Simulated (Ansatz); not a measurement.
# Si8BC8N: the cost of one run

All numbers below are computed with Ansatz 0.2.0 (DFT PBE, scalar-relativistic, plane waves, PAW).

### Step 1. The system as given

The cell holds 18 atoms (C8BNSi8): a = 5.587 Å, b = 5.720 Å, c = 6.073 Å, α = 90.21°, β = 90.81°, γ = 92.30°.

It is the last frame of an earlier stage of the same melt, run at 1600 K.

Structure file:

```
Si C B N
1.0
     5.58587   -0.11332   -0.04111
    -0.11332    5.71893   -0.01133
    -0.04111   -0.01133    6.07304
Si C B N
8 8 1 1
Cartesian
  3.5157 3.8235 3.8630
  1.3716 0.7404 0.4651
  -0.1063 5.2750 1.9069
  3.2374 0.9402 2.6552
  4.4664 3.0006 0.8198
  1.5507 1.4468 3.8697
  1.1075 3.0791 0.3152
  3.6187 1.6286 5.0781
  4.1487 5.2734 3.1399
  3.9005 4.7662 0.6877
  3.6815 4.9674 5.3242
  0.5811 5.6211 4.9358
  0.9641 4.1607 4.6392
  2.4461 5.0586 1.3764
  0.8684 3.4952 3.4507
  4.6319 0.0384 4.6036
  1.4038 4.1038 2.1080
  4.1270 2.2709 2.4601
```

### Step 2. Dynamics at 300 K

One k point, a Fermi-Dirac width of 0.050 eV and a fixed cell.

input.yaml

```yaml
crystal:
  lattice:
    - [5.585875, -0.113316, -0.041111]
    - [-0.113316, 5.718932, -0.011328]
    - [-0.041111, -0.011328, 6.073038]
  atoms:
    - { symbol: Si, position: [0.6479597406, 0.6826756102, 0.6417522607] }
    - { symbol: Si, position: [0.248846879, 0.1345580946, 0.0785244152] }
    - { symbol: Si, position: [0.0020246871, 0.9230435745, 0.3157288213] }
    - { symbol: Si, position: [0.586412956, 0.1768895509, 0.4415122048] }
    - { symbol: Si, position: [0.8116110181, 0.541041958, 0.1415012231] }
    - { symbol: Si, position: [0.2875913985, 0.2599498005, 0.6396265499] }
    - { symbol: Si, position: [0.2096690834, 0.5426650468, 0.0543256492] }
    - { symbol: Si, position: [0.6601060731, 0.2995127187, 0.8412018629] }
    - { symbol: C, position: [0.7656120426, 0.9382996886, 0.5239534512] }
    - { symbol: C, position: [0.716352899, 0.8478326244, 0.1196746883] }
    - { symbol: C, position: [0.6834954797, 0.8838806871, 0.8829674551] }
    - { symbol: C, position: [0.1300555509, 0.9870895495, 0.8154541624] }
    - { symbol: C, position: [0.1930988641, 0.7328714154, 0.7665804232] }
    - { symbol: C, position: [0.4577524199, 0.8940650543, 0.2314092295] }
    - { symbol: C, position: [0.1721593191, 0.6157079841, 0.5705127426] }
    - { symbol: C, position: [0.8353414814, 0.0247758576, 0.763744546] }
    - { symbol: B, position: [0.2685711695, 0.7235985039, 0.3502678173] }
    - { symbol: "N", position: [0.7502342573, 0.4127652729, 0.4109272459] }
  symmetry: { detect: false }
basis:
  ecutwfc: 420
  xc_grid: 1
kpoints:
  mp_grid: { grid: [1, 1, 1], shift: [0.25, 0.25, 0.25] }
hamiltonian:
  xc: pbe
scf:
  occupations: { method: fermi_dirac, width: 0.05 }
  lower_state_search: "off"
  convergence: { dr2_threshold: 1.0e-05 }
output:
  forces: true
  stress: true
md:
  timestep: 1.5
  n_steps: 250
  ensemble: nvt_langevin
  friction: 0.03
  temperature: 300.0
  initial_velocities: maxwell_boltzmann
  seed: 22111
```

Launch:

```bash
ansatz run input.yaml --threads 2 --pin off --max-ram 5120MiB --backend cpu --events-out ev --progress --plain --runs-dir out
```

**Question.** How long does this run take on 2 threads of Arm Neoverse V1, shared host, and how much memory does it need?

About 2.6 min, with a peak of 0.38 GiB.
